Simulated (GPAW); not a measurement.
# Fe3Ge (P6_3/mmc) in GPAW: reference runs

Reference runs on Fe3Ge: the cell as given.

Everything below comes from runs of GPAW 26.7.0. Logs are shortened: lines on timing, memory, paths and dates and some standing lists are left out, and cuts for length are marked. The log counts tension as positive stress, the text compression.

## (1) Starting point

It takes space group P6_3/mmc (No. 194, hexagonal). Conventional cell: a = 5.169 Å, b = 5.169 Å, c = 4.222 Å, α = 90.00°, β = 90.00°, γ = 120.00°. Around Ge (site symmetry -6m2) lie 12 Fe at 2.58 to 2.61 Å. Fe (site symmetry mm2) has 8 Fe at 2.50 to 2.67 Å and 4 Ge at 2.58 to 2.61 Å as nearest neighbours.

## (2) Single point, PBEsol, collinear spin, ferromagnetic start

run.py reads:

```python
from ase import Atoms
from ase.dft.bandgap import bandgap
from ase.io import write
from ase.units import GPa
from gpaw import GPAW, PW, setup_paths

setup_paths.insert(0, '.')

atoms = Atoms(['Ge', 'Ge', 'Fe', 'Fe', 'Fe', 'Fe', 'Fe', 'Fe'],
              cell=[[5.169, 0.0, 0.0],
                    [-2.5845, 4.4764853122, 0.0],
                    [0.0, 0.0, 4.222]],
              scaled_positions=[[0.6666666667, 0.3333333333, 0.75],
                                [0.3333333333, 0.6666666667, 0.25],
                                [0.6779999999, 0.839, 0.75],
                                [0.839, 0.1610000001, 0.25],
                                [0.1610000001, 0.3220000001, 0.75],
                                [0.3220000001, 0.1610000001, 0.25],
                                [0.1610000001, 0.839, 0.75],
                                [0.839, 0.6779999999, 0.25]],
              pbc=True)
atoms.set_initial_magnetic_moments([0.0, 0.0, 3.0, 3.0, 3.0, 3.0, 3.0, 3.0])

calc = GPAW(mode=PW(600),
            xc='PBEsol',
            kpts={'size': (6, 6, 6), 'gamma': True},
            occupations={'name': 'fermi-dirac', 'width': 0.05},
            nbands=56,
            convergence={'density': 1e-05, 'energy': 1e-05},
            maxiter=150,
            txt='gpaw.txt')
atoms.calc = calc
energy = atoms.get_potential_energy()
forces = atoms.get_forces()
stress = atoms.get_stress()
calc.write('gs.gpw')
write('result.traj', atoms)
print(f'Energy: {energy:.6f} eV')
print('Forces (eV/A):')
print(forces.round(4))
print('Stress (GPa):', (stress / GPa).round(3))
print('Moments:', calc.get_magnetic_moments().round(3))
print('Fermi level:', round(calc.get_fermi_level(), 4), 'eV')
print(f'Gap: {bandgap(calc)[0]:.4f} eV, direct: {bandgap(calc, direct=True)[0]:.4f} eV')
```

Potentials or basis: PAW data sets generated in the run's folder for this functional, pw.

On the command line:

```
$ gpaw-setup -f PBEsol Fe Ge
$ OMP_NUM_THREADS=1 python run.py
```

gpaw.txt:

```text
__  _  _
 | _ |_)|_||  |
 |__||  | ||/\| - 26.7.0

Input parameters:
  mode=PW(ecut=600.0),
  convergence={'density': 1e-05, 'energy': 1e-05},
  kpts=MonkhorstPack(size=(6, 6, 6), gamma=True),
  maxiter=150,
  nbands=56,
  occupations=Occupations(name='fermi-dirac', width=0.05),
  xc=XC(name='PBEsol')

Diagonalizing LCAO Hamiltonian
Converting LCAO to pw mode

         Fe    Fe
           Fe    Ge

            Ge    Fe
              Fe    Fe

Atoms  # Å, Bohr magnetons
|   | symbol |         x |        y |        z |    initial magnetic moments |
|---|--------|-----------|----------|----------|-----------------------------|
| 0 |     Ge |  2.584500 | 1.492162 | 3.166500 | ( 0.0000,  0.0000,  0.0000) |
| 1 |     Ge | -0.000000 | 2.984324 | 1.055500 | ( 0.0000,  0.0000,  0.0000) |
| 2 |     Fe |  1.336186 | 3.755771 | 3.166500 | ( 0.0000,  0.0000,  3.0000) |
| 3 |     Fe |  3.920686 | 0.720714 | 1.055500 | ( 0.0000,  0.0000,  3.0000) |
| 4 |     Fe |  0.000000 | 1.441428 | 3.166500 | ( 0.0000,  0.0000,  3.0000) |
| 5 |     Fe |  1.248314 | 0.720714 | 1.055500 | ( 0.0000,  0.0000,  3.0000) |
| 6 |     Fe | -1.336186 | 3.755771 | 3.166500 | ( 0.0000,  0.0000,  3.0000) |
| 7 |     Fe |  2.584500 | 3.035057 | 1.055500 | ( 0.0000,  0.0000,  3.0000) |

Unit cell  # Å
| periodic |         x |        y |        z |  lengths |     angles |
|----------|-----------|----------|----------|----------|------------|
|      yes |  5.169000 | 0.000000 | 0.000000 | 5.169000 |  90.000000 |
|      yes | -2.584500 | 4.476485 | 0.000000 | 5.169000 |  90.000000 |
|      yes |  0.000000 | 0.000000 | 4.222000 | 4.222000 | 120.000000 |

Number of symmetries: 12
Symmetry operations  # r_c * U_cc + t_c -> r_c
|    | kind |            matrix            |
|----|------|------------------------------|
|  0 |  σ   |  1, 1, 0,  0,-1, 0,  0, 0, 1 |
|  1 |  S6  |  1, 1, 0, -1, 0, 0,  0, 0,-1 |
|  2 |  E   |  1, 0, 0,  0, 1, 0,  0, 0, 1 |
|  3 |  C2  |  1, 0, 0, -1,-1, 0,  0, 0,-1 |
|  4 |  C2  |  0, 1, 0,  1, 0, 0,  0, 0,-1 |
|  5 |  C3  |  0, 1, 0, -1,-1, 0,  0, 0, 1 |
|  6 |  S6  |  0,-1, 0,  1, 1, 0,  0, 0,-1 |
|  7 |  σ   |  0,-1, 0, -1, 0, 0,  0, 0, 1 |
|  8 |  σ   | -1, 0, 0,  1, 1, 0,  0, 0, 1 |
|  9 |  i   | -1, 0, 0,  0,-1, 0,  0, 0,-1 |
| 10 |  C3  | -1,-1, 0,  1, 0, 0,  0, 0, 1 |
| 11 |  C2  | -1,-1, 0,  0, 1, 0,  0, 0,-1 |

BZ-sampling:
  Number of BZ points: 216
  Number of IBZ points: 34

  Monkhorst-Pack size: [6, 6, 6]
  Monkhorst-Pack shift: [0.08333333333333333, 0.08333333333333333, 0.08333333333333333]

K-points  # in reciprocal-cell coordinates
|     |                                coordinates |     weight |
|-----|--------------------------------------------|------------|
|   0 | (  0.00000000,   0.00000000,   0.00000000) | 0.00462963 |
|   1 | (  0.00000000,   0.00000000,   0.16666667) | 0.00925926 |
|   2 | (  0.00000000,   0.00000000,   0.33333333) | 0.00925926 |
[... 99 lines left out ...]
  History deletion threshold: 6.0
  Fourier metric: weight=20.0, sigma=0.015

occupation numbers:
  Fermi-Dirac:
    width: 0.0500  # eV

poisson solver:
  ecut: 4800.0  # eV

xc functional:
  name: PBEsol with 2 nearest neighbor stencil

convergence criteria:
- Maximum integral of absolute [dens]ity change: 1e-05 electrons / valence electron
- Maximum [total energy] change in last 3 cyles: 1e-05 eV / valence electron
- Maximum integral of absolute [eigenst]ate change: 4e-08 eV^2 / valence electron
maximum number of iterations: 150

SCF iterations
|iter     | |      energy | eigst |  dens |  magmom |
|---------|-|-------------|-------|-------|---------|
|iter:   1| |  -68.528982 | +0.41 |       | +18.0319|
|iter:   2| |  -68.586240 | -1.39 | -0.90 | +17.8337|
|iter:   3| |  -68.549557 | -1.32 | -0.95 | +16.5363|
|iter:   4| |  -68.782219 | -1.86 | -1.10 | +15.2774|
|iter:   5| |  -68.868465 | -2.19 | -1.26 | +13.6613|
|iter:   6| |  -68.878248 | -3.01 | -1.79 | +13.1030|
|iter:   7| |  -68.882488 | -3.48 | -2.21 | +12.8095|
|iter:   8| |  -68.882167 | -4.07 | -2.30 | +12.8338|
|iter:   9| |  -68.882028c| -4.88 | -2.89 | +12.8407|
|iter:  10| |  -68.882031c| -5.75 | -3.71 | +12.8438|
|iter:  11| |  -68.882031c| -6.50 | -4.24 | +12.8439|
|iter:  12| |  -68.882030c| -7.25 | -4.64 | +12.8445|
|iter:  13| |  -68.882030c| -7.59c| -5.30c| +12.8445|

Converged in 13 steps
Energy contributions relative to reference atoms: (reference = -321634.417478)

Energy contributions:
  Kinetic:          69.431206
  Coulomb:         -56.046722
  Zero:              0.312505
  External:          0.000000
  Xc:              -82.558237
  Entropy:          -0.041564
  Spinorbit:         0.000000
  ----------------------------
  Free energy:     -68.902812
  Extrapolated:    -68.882030

dipole moment: (0.000084, 0.000146, 0.000137)  # |e|*Ang

Total magnetic moment: (0.000000, 0.000000, 12.844501)

Local magnetic moments
|        x |        y |         z |
|----------|----------|-----------|
| 0.000000 | 0.000000 | -0.073720 |  # Ge   0
| 0.000000 | 0.000000 | -0.073720 |  # Ge   1
| 0.000000 | 0.000000 |  2.157922 |  # Fe   2
| 0.000000 | 0.000000 |  2.157922 |  # Fe   3
| 0.000000 | 0.000000 |  2.157922 |  # Fe   4
| 0.000000 | 0.000000 |  2.157922 |  # Fe   5
| 0.000000 | 0.000000 |  2.157922 |  # Fe   6
| 0.000000 | 0.000000 |  2.157922 |  # Fe   7

Fermi level: 10.596
Eigenvalues  # (at kpt = [0.000, 0.000, 0.000])
| band index |      eig [eV] | occ [0-1] |      eig [eV] | occ [0-1] |
|------------|---------------|-----------|---------------|-----------|
|          0 |        -1.513 |     1.000 |        -1.453 |     1.000 |
|        ... |               |           |               |           |
|         20 |         8.161 |     1.000 |         9.930 |     1.000 |
|         21 |         8.742 |     1.000 |        11.184 |     0.000 |
|         22 |         8.742 |     1.000 |        11.185 |     0.000 |
|         23 |         8.924 |     1.000 |        11.294 |     0.000 |
|         24 |         8.924 |     1.000 |        11.294 |     0.000 |
|         25 |         9.169 |     1.000 |        11.364 |     0.000 |
|         26 |         9.169 |     1.000 |        11.412 |     0.000 |
|         27 |         9.204 |     1.000 |        11.413 |     0.000 |
|         28 |         9.204 |     1.000 |        11.715 |     0.000 |
|         29 |         9.591 |     1.000 |        11.716 |     0.000 |
|         30 |         9.912 |     1.000 |        11.957 |     0.000 |
|         31 |        10.136 |     1.000 |        12.244 |     0.000 |
|         32 |        10.214 |     1.000 |        12.365 |     0.000 |
|         33 |        10.283 |     0.998 |        12.409 |     0.000 |
|         34 |        10.811 |     0.013 |        12.753 |     0.000 |
|        ... |               |           |               |           |
|         55 |        27.365 |     0.000 |        27.672 |     0.000 |

No gap
No difference between direct/indirect transitions

Forces  # eV/Ang
|        x |        y |        z |
|----------|----------|----------|
|  0.00000 | -0.00000 |  0.00004 |  # Ge   0
|  0.00000 |  0.00000 | -0.00004 |  # Ge   1
| -0.07331 | -0.04233 |  0.00004 |  # Fe   2
| -0.07331 |  0.04233 | -0.00004 |  # Fe   3
|  0.00000 |  0.08466 |  0.00004 |  # Fe   4
|  0.07331 |  0.04233 | -0.00004 |  # Fe   5
|  0.07331 | -0.04233 |  0.00004 |  # Fe   6
|  0.00000 | -0.08466 | -0.00004 |  # Fe   7

Stress tensor  # eV/Ang^3
|        x |        y |        z |
|----------|----------|----------|
| 0.057641 | 0.000000 | 0.000000 |
| 0.000000 | 0.057641 | 0.000000 |
| 0.000000 | 0.000000 | 0.051794 |

# Writing to gs.gpw (mode='')
```

stdout:

```text
Energy: -68.882030 eV
Forces (eV/A):
[[ 0.     -0.      0.    ]
 [ 0.      0.     -0.    ]
 [-0.0733 -0.0423  0.    ]
 [-0.0733  0.0423 -0.    ]
 [ 0.      0.0847  0.    ]
 [ 0.0733  0.0423 -0.    ]
 [ 0.0733 -0.0423  0.    ]
 [ 0.     -0.0847 -0.    ]]
Stress (GPa): [9.235 9.235 8.298 0.    0.    0.   ]
Moments: [-0.074 -0.074  2.158  2.158  2.158  2.158  2.158  2.158]
Fermi level: 10.5959 eV
Gap: 0.0000 eV, direct: 0.0000 eV
```

It took 6.2 min on 1 thread of Arm Neoverse V1, shared host; peak memory 0.42 GiB.

What came out:

* Free energy: -68.9028 eV
* Pressure: -8.9 GPa
* Largest force: 0.085 eV/Å
* Band gap on the k mesh: none (metal or under the smearing width)
* Net moment: 12.84 μB per cell
* Site moments: Ge -0.07; Fe +2.16 μB

Forces in eV/Å, atoms in the order of the input:
```
Ge   0.000  0.000  0.000
Ge   0.000  0.000  0.000
Fe  -0.073 -0.042  0.000
Fe  -0.073  0.042  0.000
Fe   0.000  0.085  0.000
Fe   0.073  0.042  0.000
Fe   0.073 -0.042  0.000
Fe   0.000 -0.085  0.000
```

Levels at points of the mesh, in eV from the Fermi level:
Spin up:
```
           k point  band 30  band 31  band 32  band 33  band 34  band 35  band 36  band 37  band 38  band 39
(0.00, 0.00, 0.00)    -1.00    -0.68    -0.46    -0.38    -0.31     0.21     0.21     0.87     0.87     2.32
(0.00, 0.00, 0.50)    -1.31    -0.89    -0.89    -0.38    -0.38    -0.24    -0.24    -0.24    -0.24     2.12
(0.50, 0.50, 0.00)    -1.38    -1.36    -0.52    -0.49     0.30     1.29     1.56     1.67     1.72     2.80
(0.50, 0.50, 0.50)    -1.36    -0.94    -0.94    -0.56    -0.56    -0.02    -0.02     0.55     0.55     5.28
```
Spin down:
| k point | band 17 | band 18 | band 19 | band 20 | band 21 | band 22 | band 23 | band 24 | band 25 | band 26 |
| --- | --- | --- | --- | --- | --- | --- | --- | --- | --- | --- |
| (0.00, 0.00, 0.00) | -0.79 | -0.79 | -0.78 | -0.67 | -0.67 | 0.59 | 0.59 | 0.70 | 0.70 | 0.77 |
| (0.00, 0.00, 0.50) | -1.33 | -1.33 | -1.33 | -1.33 | 0.32 | 0.32 | 0.39 | 0.39 | 0.39 | 0.39 |
| (0.50, 0.50, 0.00) | -0.76 | -0.75 | -0.61 | -0.55 | -0.35 | -0.12 | -0.08 | 0.34 | 0.50 | 0.53 |
| (0.50, 0.50, 0.50) | -1.13 | -1.13 | -0.95 | -0.95 | 0.17 | 0.17 | 0.26 | 0.26 | 0.38 | 0.38 |
